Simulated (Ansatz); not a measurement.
# U-r2SCAN/def2-SVPD (core potential) run of SnSiH5O (SMILES [SiH3][O][SnH2])

What is the vertical electron affinity of SnSiH5O at U-r2SCAN/def2-SVPD (core potential)? 

The results are computed with Ansatz 0.2.0.

34 further runs of the same task are left out: 34 set aside as unsound or not needed.

### 1 The structure to begin with

The species is SnSiH5O (8 atoms), meant as a doublet with charge 0. SMILES: `[SiH3][O][SnH2]`. Geometry: relaxed at PBE0-D4/def2-TZVP. This is one conformer, not always the lowest.

Bond lengths: Si1–O2 1.631 Å, O2–Sn3 1.970 Å, Si1–H4 1.493 Å, Si1–H5 1.487 Å, Si1–H6 1.489 Å, Sn3–H7 1.723 Å, Sn3–H8 1.730 Å. Angles: Si1–O2–Sn3 136.4°, O2–Si1–H4 111.2°, O2–Si1–H5 109.2°, O2–Si1–H6 111.0°, O2–Sn3–H7 102.4°, O2–Sn3–H8 105.0°, H4–Si1–H5 108.7°, H4–Si1–H6 107.9°, H5–Si1–H6 108.8°, H7–Sn3–H8 112.5°.

### 2 A single-point energy at U-r2SCAN/def2-SVPD (core potential)

The input, job.yaml:

```yaml
crystal:
  periodic: [false, false, false]
  atoms:
    - symbol: Si
      position_ang: [-0.737900, 1.075100, -0.480800]
    - symbol: O
      position_ang: [0.586900, 0.306200, 0.078800]
    - symbol: Sn
      position_ang: [0.956500, -1.332100, 1.108000]
    - symbol: H
      position_ang: [-1.877900, 0.127700, -0.658800]
    - symbol: H
      position_ang: [-0.424600, 1.696400, -1.794600]
    - symbol: H
      position_ang: [-1.173500, 2.142300, 0.461900]
    - symbol: H
      position_ang: [2.665400, -1.489100, 0.950500]
    - symbol: H
      position_ang: [0.097400, -2.583700, 0.279200]
basis:
  gaussian: {orbitals: def2-SVPD}
magnetization: {spin_polarized: true, initial_magnetization: 1}
hamiltonian: {xc: r2scan}
accuracy: high
output: {orbitals: {seedname: orbitals}}
```

Launch:

```console
ansatz run job.yaml --threads 1 --pin off --max-ram 3480MiB --events-out events.jsonl --progress --plain --runs-dir runs
```

The program printed:

```text
Warning: RAYON_NUM_THREADS=1 ignored (pool sized by the plan → 1); use --threads N
Functional definition: r2SCAN
  name "r2SCAN"
  parameter k0 = 0.174
  parameter k1 = 0.065
  parameter a1 = 4.9479
  exchange = r2scan_x(k0 = k0, k1 = k1, a1 = a1)
  correlation = r2scan_c
2534 factors; integrals over basis functions are off by at most 3.5e-9 eV
mean field evaluation 1: about -15826.8918 eV, gradient 4.3e1 eV
mean field evaluation 2: about -15741.9028 eV, gradient 1.3e2 eV
mean field evaluation 4: about -15833.6207 eV, gradient 4.5e0 eV
mean field evaluation 8: about -15833.7738 eV, gradient 6.8e-2 eV
mean field evaluation 16: about -15833.7738 eV, gradient 7.6e-5 eV
mean field -15833.77383649 eV, -581.8804559738 hartree, gradient 7.1e-8 eV, S^2 0.753328; 0 other end points of the search recorded, 0 dependent functions left out
reference -15833.77384110 eV, -581.8804561432 hartree; 25, 24 occupied and 94, 95 virtual orbitals, 2534 factors
Total energy: -15833.77384110 eV, -581.8804561432 hartree
```

Wall time 40 s (1 thread of Arm Neoverse V1, shared host); peak memory 0.64 GiB.

### 3 The singlet anion

The input, in.yaml:

```yaml
crystal:
  periodic: [false, false, false]
  atoms:
    - {symbol: Si, position_ang: [-0.737900, 1.075100, -0.480800]}
    - {symbol: O, position_ang: [0.586900, 0.306200, 0.078800]}
    - {symbol: Sn, position_ang: [0.956500, -1.332100, 1.108000]}
    - {symbol: H, position_ang: [-1.877900, 0.127700, -0.658800]}
    - {symbol: H, position_ang: [-0.424600, 1.696400, -1.794600]}
    - {symbol: H, position_ang: [-1.173500, 2.142300, 0.461900]}
    - {symbol: H, position_ang: [2.665400, -1.489100, 0.950500]}
    - {symbol: H, position_ang: [0.097400, -2.583700, 0.279200]}
basis:
  gaussian:
    orbitals: def2-SVPD
total_charge: -1
hamiltonian:
  xc: r2scan
accuracy: high
output:
  orbitals: {seedname: orbitals}
```

Launch:

```console
ansatz run in.yaml --threads 1 --pin off --max-ram 3480MiB --events-out events.jsonl --progress --plain --runs-dir runs
```

The program printed, shortened:

```text
Warning: RAYON_NUM_THREADS=1 ignored (pool sized by the plan → 1); use --threads N
[... 7 set-up lines as earlier in the session ...]
2537 factors; integrals over basis functions are off by at most 3.5e-9 eV
mean field evaluation 1: about -15833.9317 eV, gradient 2.3e1 eV
mean field evaluation 2: about -15833.3042 eV, gradient 3.2e1 eV
mean field evaluation 4: about -15835.2980 eV, gradient 1.7e0 eV
mean field evaluation 8: about -15835.3063 eV, gradient 8.8e-2 eV
mean field evaluation 16: about -15835.3063 eV, gradient 1.9e-5 eV
mean field -15835.30631315 eV, -581.9367734520 hartree, gradient 5.7e-8 eV, S^2 0.000000; 0 other end points of the search recorded, 0 dependent functions left out
reference -15835.30631438 eV, -581.9367734972 hartree; 25, 25 occupied and 94, 94 virtual orbitals, 2537 factors
Total energy: -15835.30631438 eV, -581.9367734972 hartree
```

Wall time 24 s (1 thread of Arm Neoverse V1, shared host); peak memory 0.44 GiB.

### 4 Outcome

At U-r2SCAN/def2-SVPD (core potential):

```
                                                            quantity          value
                                       doublet SnSiH5O: total energy  -581.88046 Eh
                 doublet SnSiH5O: HOMO energy (highest over α and β)       -5.71 eV
                  doublet SnSiH5O: LUMO energy (lowest over α and β)       -3.96 eV
                                               doublet SnSiH5O: ⟨S²⟩          0.753
                                         singlet anion: total energy  -581.93677 Eh
                                          singlet anion: HOMO energy        0.99 eV
                                          singlet anion: LUMO energy        3.50 eV
singlet anion: HOMO–LUMO gap (to an unbound level, set by the basis)        2.51 eV
                   vertical electron affinity (to the singlet anion)       1.532 eV
```

What this shows: At fixed nuclei the extra electron is bound by 1.53 eV (148 kJ/mol). The HOMO (singlet anion) lies at positive energy, 0.99 eV, as semi-local functionals often give for anions; only total energies tell whether the electron is bound.
